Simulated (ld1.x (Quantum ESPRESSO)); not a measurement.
# Changing the settings of a TM potential for Si, part 2 of 2

One potential is built and tested. Then one design choice at a time is changed, to learn what it costs or gains.

ld1.x (Quantum ESPRESSO) 7.5; first potential LDA (PZ), scalar-relativistic. Earlier steps stand in the parts before.

### Step 5. Plane-wave convergence, by spherical Bessel functions

A separate test, outside the generator: the pseudo-atom's Hamiltonian at the reference potential is diagonalised in spherical Bessel functions j_l(qr) that vanish at 20 bohr, with q² up to the cutoff.

All-electron valence levels (Ry): 3s -0.8000, 3p -0.3064. The lowest levels of each channel (Ry) by cutoff; the last column sums, over occupied levels, occupation times the distance from the level at 400 Ry. A positive value at high cutoff is not a bound level.

```csv
cutoff (Ry),s #1,p #1,d #1,f #1,Σ f·Δε (mRy)
8,-0.7751,-0.3058,0.0567,0.1106,51.4
10,-0.7875,-0.3059,0.0566,0.1106,26.2
15,-0.7970,-0.3062,0.0564,0.1106,6.7
18,-0.7976,-0.3064,0.0563,0.1106,5.2
25,-0.7981,-0.3065,0.0562,0.1106,4.0
30,-0.7990,-0.3065,0.0562,0.1106,2.2
35,-0.7997,-0.3065,0.0562,0.1106,0.8
40,-0.8000,-0.3065,0.0562,0.1106,0.3
45,-0.8000,-0.3065,0.0562,0.1106,0.2
400,-0.8001,-0.3065,0.0562,0.1106,0.0
```

The sum stays within 10 mRy from 15 Ry and within 1 mRy from 35 Ry. The sum leaves out empty levels, which can need more. Ghost test: no level below the all-electron spectrum of its channel (s, p, d, f tested).

### Step 6. Now with waves 3d channel at 3.39 Ry: rc 1.85 bohr

The input, Si.in:

```
 &input
   title='Si', zed=14., rel=1, dft='PZ', iswitch=3,
   config='[Ne] 3s2 3p2 3d-2',
   nld=3, rlderiv=2.15, eminld=-3.0, emaxld=5.0, deld=0.02
 /
 &inputp
   pseudotype=2, tm=.true., lloc=-1, rcloc=1.75,
   nlcc=.true., rcore=1.20,
   file_pseudopw='Si.UPF', file_wfcaegen='ae.wfc', file_wfcncgen='nc.wfc', file_beta='beta', file_chi='chi'
 /
3
3S  1  0   2.00   0.00  1.90  1.90  0.0
3P  2  1   2.00   0.00  1.95  1.95  0.0
3D  3  2  -2.00   3.39  1.85  1.85  0.0
 &test
   configts(1)='3s2 3p2'
 /
```

Run with:

```sh
$ ld1.x < Si.in > Si.out
```

Output in Si.out (without the banner and most projector matrices):

```text
     Program LD1 v.7.5
     [... all-electron run as in step 2 ...]


     --------------------- Generating NC pseudopotential ---------------------

      Generating local potential from pseudized AE potential:
      Matching radius rcloc =   1.7500

      Local pseudo, rcloc= 1.752 Estimated cut-off energy=     7.84 Ry

      Computing core charge for nlcc:

       r > 1.20 : true rho core
       r < 1.20 : rho core = a sin(br)/r    a=   1.99  b=   2.27

      Integrated core pseudo-charge :   1.32

      Wfc   3S  rcut= 1.889  Using Troullier-Martins method

      Wfc   3P  rcut= 1.937  Using Troullier-Martins method

      Wfc   3D  rcut= 1.842  Using Troullier-Martins method

     ------------------- End of pseudopotential generation -------------------

     [... all-electron run as in step 2 ...]


     Computing logarithmic derivative in   2.15375
     Computing logarithmic derivative in   2.15375
     Computing the partial wave expansion
     R is outside the sphere for l=    0 j= 0.00
     R is outside the sphere for l=    1 j= 0.00
     R is outside the sphere for l=    2 j= 0.00

     ---------------------- Testing the pseudopotential ----------------------

     Si
     scalar relativistic calculation

     atomic number is 14.00   valence charge is  4.00
     dft =PZ   lsd =0 sic =0 latt =0  beta=0.20 tr2=1.0E-14
     mesh =1141 r(mesh) = 100.57892 xmin = -7.00 dx = 0.01250

     n l     nl             e AE (Ry)        e PS (Ry)    De AE-PS (Ry)
     1 0     3S   1( 2.00)       -0.79999       -0.79999        0.00000
     2 1     3P   1( 2.00)       -0.30639       -0.30639       -0.00000

     eps = 2.6E-16  iter =  4

     Etot =    -577.639429 Ry,    -288.819714 Ha,   -7859.184802 eV
     Etotps =    -8.735013 Ry,      -4.367506 Ha,    -118.845905 eV

     Ekin =       2.549662 Ry,       1.274831 Ha,      34.689917 eV
     Encl =     -15.216627 Ry,      -7.608314 Ha,    -207.032762 eV
     Ehrt =       5.874205 Ry,       2.937102 Ha,      79.922626 eV
     Ecxc =      -3.329228 Ry,      -1.664614 Ha,     -45.296453 eV
     (Ecc =      -1.156253 Ry,      -0.578127 Ha,     -15.731628 eV)
     Epseu=       1.386976 Ry,       0.693488 Ha,      18.870767 eV

     ---------------------- End of pseudopotential test ----------------------
```

Wall time 2 s (1 thread, shared host). (Generation and the later configuration tests together.)

The test run was repeated on this file; only its results are given.

Energies count from the reference configuration 3s2 3p2; the error is all-electron less pseudo. Spin-polarised rows fill open shells by Hund's rule and count from the unpolarised reference.

```csv
valence configuration,charge,ΔE all-electron (eV),error AE − PS (meV)
3s2 3p1,+1,7.829,+3.6
3s2 3p0,+2,23.943,+27
3s1 3p0,+3,58.088,+82
3s1 3p3,0,6.807,-1.6
3s1 3p2,+1,15.242,+4.6
3s2 3p1.5,+0.5,2.965,+0.5
3s0 3p4,0,13.779,-7.3
3s2 3p2 (spin-polarised),0,-0.611,+8.1
3s2 3p1 (spin-polarised),+1,7.624,+6.7
```

With this change the loose cutoff stays at 15 Ry, the largest test error stays at +82 meV, there is no bound ghost and the phase difference near zero goes from 0.01 to 0.27 rad.

### Step 7. Now with local potential all-electron potential smoothed inside 1.72 bohr (lloc = -1)

Changes to Si.in since step 6:

```diff
@@ -6,3 +6,3 @@
  &inputp
-   pseudotype=2, tm=.true., lloc=-1, rcloc=1.75,
+   pseudotype=2, tm=.true., lloc=-1, rcloc=1.72,
    nlcc=.true., rcore=1.20,
@@ -13,3 +13,3 @@
 3P  2  1   2.00   0.00  1.95  1.95  0.0
-3D  3  2  -2.00   3.39  1.85  1.85  0.0
+3D  3  2  -2.00   0.45  1.85  1.85  0.0
  &test
```

Run with:

```sh
$ ld1.x < Si.in > Si.out
```

The output, Si.out (without the banner and most projector matrices):

```text
     Program LD1 v.7.5
     [... all-electron run as in step 2 ...]


     --------------------- Generating NC pseudopotential ---------------------

      Generating local potential from pseudized AE potential:
      Matching radius rcloc =   1.7200

      Local pseudo, rcloc= 1.709 Estimated cut-off energy=     8.23 Ry

      Computing core charge for nlcc:

       r > 1.20 : true rho core
       r < 1.20 : rho core = a sin(br)/r    a=   1.99  b=   2.27

      Integrated core pseudo-charge :   1.32

      Wfc   3S  rcut= 1.889  Using Troullier-Martins method

      Wfc   3P  rcut= 1.937  Using Troullier-Martins method

      Wfc   3D  rcut= 1.842  Using Troullier-Martins method

     ------------------- End of pseudopotential generation -------------------

     [... all-electron run as in step 2 ...]


     Computing logarithmic derivative in   2.15375
     Computing logarithmic derivative in   2.15375
     Computing the partial wave expansion
     R is outside the sphere for l=    0 j= 0.00
     R is outside the sphere for l=    1 j= 0.00
     R is outside the sphere for l=    2 j= 0.00

     ---------------------- Testing the pseudopotential ----------------------

     Si
     scalar relativistic calculation

     atomic number is 14.00   valence charge is  4.00
     dft =PZ   lsd =0 sic =0 latt =0  beta=0.20 tr2=1.0E-14
     mesh =1141 r(mesh) = 100.57892 xmin = -7.00 dx = 0.01250

     n l     nl             e AE (Ry)        e PS (Ry)    De AE-PS (Ry)
     1 0     3S   1( 2.00)       -0.79999       -0.79999        0.00000
     2 1     3P   1( 2.00)       -0.30639       -0.30639       -0.00000

     eps = 3.1E-16  iter =  4

     Etot =    -577.639429 Ry,    -288.819714 Ha,   -7859.184802 eV
     Etotps =    -8.735013 Ry,      -4.367506 Ha,    -118.845904 eV

     Ekin =       2.549662 Ry,       1.274831 Ha,      34.689917 eV
     Encl =     -15.251073 Ry,      -7.625536 Ha,    -207.501419 eV
     Ehrt =       5.874205 Ry,       2.937102 Ha,      79.922626 eV
     Ecxc =      -3.329228 Ry,      -1.664614 Ha,     -45.296453 eV
     (Ecc =      -1.156253 Ry,      -0.578127 Ha,     -15.731628 eV)
     Epseu=       1.421421 Ry,       0.710711 Ha,      19.339424 eV

     ---------------------- End of pseudopotential test ----------------------
```

Wall time 1.8 s (1 thread, shared host). This counts the later configuration tests of the new file too.

The new file went through the configuration test as well (its log is not shown).

Excitation and ionisation energies from 3s2 3p2, with the error of the potential. Spin-polarised rows fill open shells by Hund's rule and count from the unpolarised reference.

```tsv
valence configuration	charge	ΔE all-electron (eV)	error AE − PS (meV)
3s2 3p1	+1	7.829	+3.6
3s2 3p0	+2	23.943	+27
3s1 3p0	+3	58.088	+83
3s1 3p3	0	6.807	-1.6
3s1 3p2	+1	15.242	+4.7
3s2 3p1.5	+0.5	2.965	+0.5
3s0 3p4	0	13.779	-7.2
3s2 3p2 (spin-polarised)	0	-0.611	+8.1
3s2 3p1 (spin-polarised)	+1	7.624	+6.7
```

With this change the loose cutoff stays at 15 Ry, the largest test error goes from +82 to +83 meV and there is no bound ghost.

### Step 8. Results

What follows sums up all 2 parts.

Cutoffs, loose and tight: the cutoffs (Ry, on a coarse ladder) from which the occupation-weighted sum of valence levels, in a spherical-Bessel basis at the reference potential, stays within 10 and 1 mRy of its value at 400 Ry; empty and scattering waves don't count. The number of plane waves in a given cell goes as the cutoff to the power 3/2; it is given for the loose cutoff, relative to the first potential. Test errors are all-electron less pseudo; runs with another core, reference, functional or relativity have tests of their own. The phase difference is the largest within 1 Ry of zero, over the channels with partial waves. 8 further runs were made in the same way; their inputs and logs are not shown.

| change | outcome | cutoff, loose | cutoff, tight | plane waves, relative | bound ghosts | largest test error (meV) | phase difference near zero (rad) |
| --- | --- | --- | --- | --- | --- | --- | --- |
| first potential | generated | 15 Ry | 35 Ry | 1.00 | none | +82 | 0.014 |
| waves 3d channel at 3.39 Ry: rc 1.85 bohr | generated | 15 Ry | 35 Ry | 1.00 | none | +82 | 0.270 |
| local potential all-electron potential smoothed inside 1.72 bohr (lloc = -1) | generated | 15 Ry | 35 Ry | 1.00 | none | +83 | 0.014 |
| all radii scaled by 0.85 (s 1.62, p 1.66, d 1.58 bohr); local potential all-electron potential smoothed inside 1.50 bohr (lloc = -1) | generated | 15 Ry | 40 Ry | 1.00 | none | +80 | 0.029 |
| waves 3p (bound): rc 2.64 bohr | generated | 15 Ry | 35 Ry | 1.00 | none | +67 | 0.017 |
| waves 3s (bound): rc 1.44 bohr | generated | 30 Ry | 70 Ry | 2.83 | none | +84 | 0.014 |
| waves 3d channel at 0.45 Ry: rc 2.82 bohr | generated | 15 Ry | 35 Ry | 1.00 | none | +82 | 0.026 |
| local potential all-electron potential smoothed inside 1.90 bohr (lloc = -2) | generated | 15 Ry | 35 Ry | 1.00 | none | +70 | 0.008 |
| functional Wu–Cohen | generated | 15 Ry | 35 Ry | 1.00 | none | +59 | 0.013 |
| core correction a·sin(br)/r model core inside 0.96 bohr (was a·sin(br)/r model core inside 1.20 bohr) | generated | 15 Ry | 35 Ry | 1.00 | none | +76 | 0.014 |
| reference 3s1.5 3p2.5 | generated | 15 Ry | 35 Ry | 1.00 | none | +82 | 0.014 |

10 of the potentials share the lowest cutoff, 15 Ry; the highest cutoff read, 30 Ry, costs 2.8 times the plane waves. Among those with the same tests, the variant "waves 3p (bound): rc 2.64 bohr" has the smallest worst error, +67 meV.

The first potential by itself. The worst unpolarised test, 3s1 3p0, is off by 82 meV on 58.1 eV; by total energies transferability rates as fair. That test lies far up in energy; among those under 40 eV, nearer to bonding, the largest error is 27 meV. By its cutoff, 15 Ry for the looser tolerance, it is soft on the atom at that tolerance. The slowest occupied level is 3s: taken alone it needs 35 Ry to come within 1 mRy, against 8 Ry for 3p. The Bessel-basis test finds no level below the valence levels.
